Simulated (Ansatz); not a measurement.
# BFH₄SSi: one species, many methods

How much do the methods differ for BFH₄SSi? The plan is to run it at one geometry with functionals of several rungs and with coupled cluster. The yardstick is the atomisation energy at the CCSD(T) limit.

Computed with Ansatz 0.2.0, Gaussian basis. Level: functionals in def2-TZVPP, the program's frozen cores in correlated methods.

The runs, in order: LDA (SPW92), PBE-D4, revPBE-D4, BLYP-D4, r2SCAN-D4, B97M-V, PBE0-D4, B3LYP-D4, r2SCANh-D4, r2SCAN0-D4, HSE06-D4, BHLYP-D4, CAM-B3LYP-D4, LC-ωPBE, ωB97X-V, ωB97M-V, B2PLYP, PBE-QIDH; CCSD(T)/def2-SVP; CCSD(T)/def2-TZVPP; MP2/def2-QZVPP; extrapolation to the limit; RPA on PBE.

## Step 1: The relaxed structure

The geometry comes from an earlier relaxation with PBE0-D4 in a triple-zeta def2 set; it is a stationary point, not always the lowest conformer.

SMILES `FB[SiH2]S`, 8 atoms, charge 0, spin multiplicity 1.

Atoms are counted from 1 here; the program's logs count them from 0.

Bond lengths: F1–B2 1.323 Å, B2–Si3 2.029 Å, B2–H5 1.202 Å, Si3–S4 2.154 Å, Si3–H6 1.488 Å, Si3–H7 1.485 Å, S4–H8 1.344 Å. Angles: F1–B2–Si3 119.8°, F1–B2–H5 116.6°, Si3–B2–H5 123.4°, B2–Si3–S4 104.1°, B2–Si3–H6 114.9°, B2–Si3–H7 112.4°, S4–Si3–H6 111.4°, S4–Si3–H7 104.0°, H6–Si3–H7 109.5°, Si3–S4–H8 94.7°.

## Step 2: LDA

This LDA is Slater exchange with PW92 correlation.

The input, in.yaml:

```yaml
crystal:
  periodic: [false, false, false]
  atoms:
    - {symbol: F, position_ang: [-1.805329, -1.184295, 0.587427]}
    - {symbol: B, position_ang: [-0.798850, -0.443444, 1.020844]}
    - {symbol: Si, position_ang: [0.183159, 0.777747, -0.268668]}
    - {symbol: S, position_ang: [1.779823, -0.447246, -1.036297]}
    - {symbol: H, position_ang: [-0.459922, -0.610971, 2.161712]}
    - {symbol: H, position_ang: [-0.653759, 1.330183, -1.368256]}
    - {symbol: H, position_ang: [0.884572, 1.887049, 0.426232]}
    - {symbol: H, position_ang: [0.962505, -1.366124, -1.578795]}
basis:
  gaussian: {orbitals: def2-TZVPP}
hamiltonian: {xc: lda}
output: {orbitals: {seedname: orbitals}}
```

Launch:

```sh
$ ansatz run in.yaml --threads 2 --pin off --events-out ev --progress --plain --max-ram 4352MiB
```

The runs that follow: PBE-D4 (GGA); revPBE-D4 (GGA); BLYP-D4 (GGA); r2SCAN-D4 (meta-GGA); B97M-V (meta-GGA); B3LYP-D4 (hybrid); r2SCANh-D4 (hybrid); r2SCAN0-D4 (hybrid); HSE06-D4 (hybrid); BHLYP-D4 (hybrid); CAM-B3LYP-D4 (range-separated); LC-ωPBE (range-separated); ωB97X-V (range-separated); ωB97M-V (range-separated); B2PLYP (double hybrid); PBE-QIDH (double hybrid); CCSD(T) in def2-SVP; CCSD(T) in def2-TZVPP; MP2 in def2-QZVPP; RPA on PBE orbitals.

Q: Predict the results of all the runs planned. Wanted: atomisation energy, CCSD(T)/CBS; farthest beyond LDA; mean size of error, GGA; mean size of error, meta-GGA; mean size of error, hybrid; mean size of error, range-separated; mean size of error, double hybrid; gap, smallest and largest; T1 diagnostic.

The runs gave:

| quantity | value |
| --- | --- |
| atomisation energy, CCSD(T)/CBS | 27.324 eV |
| functionals within 0.137 eV (0.5 %) | BLYP-D4, PBE0-D4, B3LYP-D4, r2SCANh-D4, HSE06-D4, CAM-B3LYP-D4 |
| farthest beyond LDA | BHLYP-D4 (-0.583 eV) |
| mean size of error, GGA | 0.238 eV |
| mean size of error, meta-GGA | 0.259 eV |
| mean size of error, hybrid | 0.156 eV |
| mean size of error, range-separated | 0.181 eV |
| mean size of error, double hybrid | 0.247 eV |
| gap, smallest and largest | 3.11 eV (LDA (SPW92)), 10.34 eV (LC-ωPBE) |
| T1 diagnostic | 0.0135 |
| triples share of the correlation energy | 3.5 % |

LDA overbinds by 3.656 eV (13 %). PBE-D4 misses by +0.310 eV. Double hybrids carry the basis error of their MP2 part in triple zeta, and no dispersion term here, so their miss is partly the set-up's. Taken by rung, hybrid functionals do best (0.156 eV on average) and meta-GGA ones worst beyond LDA (0.259 eV). The gap between the best rungs is small, so their order is not settled. The reference freezes the cores and leaves out relativity and excitations past (T), so misses under about 0.137 eV can't be ranked. Hartree-Fock recovers 76 % of the binding; the rest is correlation. CCSD(T) in def2-SVP is off by -1.755 eV, which most functionals beat. Orbital gaps span 3.1 to 10.3 eV; exact exchange widens them.
